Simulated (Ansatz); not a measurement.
**C4H6Se: up Jacob's ladder to CCSD(T)**

One table from this session's results is given with a row withheld; the runs are named, their logs left out.

The runs use Ansatz 0.2.0, Gaussian basis; functionals in def2-TZVPP, the program's frozen cores in correlated methods.

Plan: PBE-D4, r2SCAN-D4, PBE0-D4, B3LYP-D4, ωB97X-V, ωB97M-V, B2PLYP; CCSD(T)/def2-TZVPP; MP2/def2-QZVPP; extrapolation to the limit.

## The geometry

An earlier PBE0-D4 in a triple-zeta def2 set relaxation fixed the geometry.

SMILES `C1=C[Se]CC1`, 11 atoms, charge 0, spin multiplicity 1.

Atoms are counted from 1 here; the program's logs count them from 0.

Bond lengths: C1–C2 1.327 Å, C1–C5 1.500 Å, C1–H6 1.085 Å, C2–Se3 1.894 Å, C2–H7 1.082 Å, Se3–C4 1.964 Å, C4–C5 1.524 Å, C4–H8 1.088 Å, C4–H9 1.091 Å, C5–H10 1.099 Å, C5–H11 1.094 Å. Angles: C2–C1–C5 116.4°, C2–C1–H6 122.3°, C5–C1–H6 121.1°, C1–C2–Se3 114.4°, C1–C2–H7 126.1°, Se3–C2–H7 119.5°, C2–Se3–C4 86.1°, Se3–C4–C5 106.3°, Se3–C4–H8 109.2°, Se3–C4–H9 107.0°, C5–C4–H8 113.3°, C5–C4–H9 111.4°, H8–C4–H9 109.3°, C1–C5–C4 108.3°, C1–C5–H10 108.9°, C1–C5–H11 112.2°, C4–C5–H10 110.4°, C4–C5–H11 110.4° and more.

The first run:

File in.yaml:

```yaml
crystal:
  periodic: [false, false, false]
  atoms:
    - {symbol: C, position_ang: [0.314232, 1.026386, -0.422832]}
    - {symbol: C, position_ang: [1.317052, 0.794168, 0.415258]}
    - {symbol: Se, position_ang: [1.281700, -0.919843, 1.221292]}
    - {symbol: C, position_ang: [-0.555296, -1.054213, 0.538725]}
    - {symbol: C, position_ang: [-0.638096, -0.109488, -0.654664]}
    - {symbol: H, position_ang: [0.221665, 1.956933, -0.972324]}
    - {symbol: H, position_ang: [2.127274, 1.473754, 0.642373]}
    - {symbol: H, position_ang: [-0.767526, -2.090713, 0.282921]}
    - {symbol: H, position_ang: [-1.219475, -0.737411, 1.343754]}
    - {symbol: H, position_ang: [-0.350033, -0.632406, -1.577210]}
    - {symbol: H, position_ang: [-1.666296, 0.235933, -0.796691]}
basis:
  gaussian: {orbitals: def2-TZVPP}
hamiltonian: {xc: pbe, dispersion: d4}
output: {forces: true, orbitals: {seedname: orbitals}}
```

On the command line:

```console
$ ansatz run in.yaml --threads 4 --pin off --events-out ev --progress --plain --max-ram 10444MiB
```

Steps of the session up to this table: PBE-D4 (GGA); r2SCAN-D4 (meta-GGA); PBE0-D4 (hybrid); B3LYP-D4 (hybrid); ωB97X-V (range-separated); ωB97M-V (range-separated); B2PLYP (double hybrid); CCSD(T) in def2-TZVPP; MP2 in def2-QZVPP.

One table of the session follows, with a row left open; its other results are not shown here.

It belongs to the step «Atomisation energies». 

```
            method  atomisation energy (kJ/mol)
            PBE-D4                       4611.6
         r2SCAN-D4                       4498.5
           PBE0-D4                       4532.5
          B3LYP-D4                            ?
           ωB97X-V                       4480.1
           ωB97M-V                       4478.2
            B2PLYP                       4430.5
     HF/def2-TZVPP                       3263.5
    MP2/def2-TZVPP                       4457.0
   CCSD/def2-TZVPP                       4293.7
CCSD(T)/def2-TZVPP                       4372.0
           MP2/CBS                       4562.6
       CCSD(T)/CBS                       4477.6
```

**Question.** Estimate the row for B3LYP-D4.

As computed: atomisation energy (kJ/mol): 4472.4. In the column «atomisation energy (kJ/mol)» it lies between MP2/def2-TZVPP (4457.0) and CCSD(T)/CBS (4477.6).

Limits of these values: Free atoms (4 C, 1 Se, 6 H) were run apart at each level; the atomisation energy is their sum less the molecule, without zero-point or spin-orbit terms.
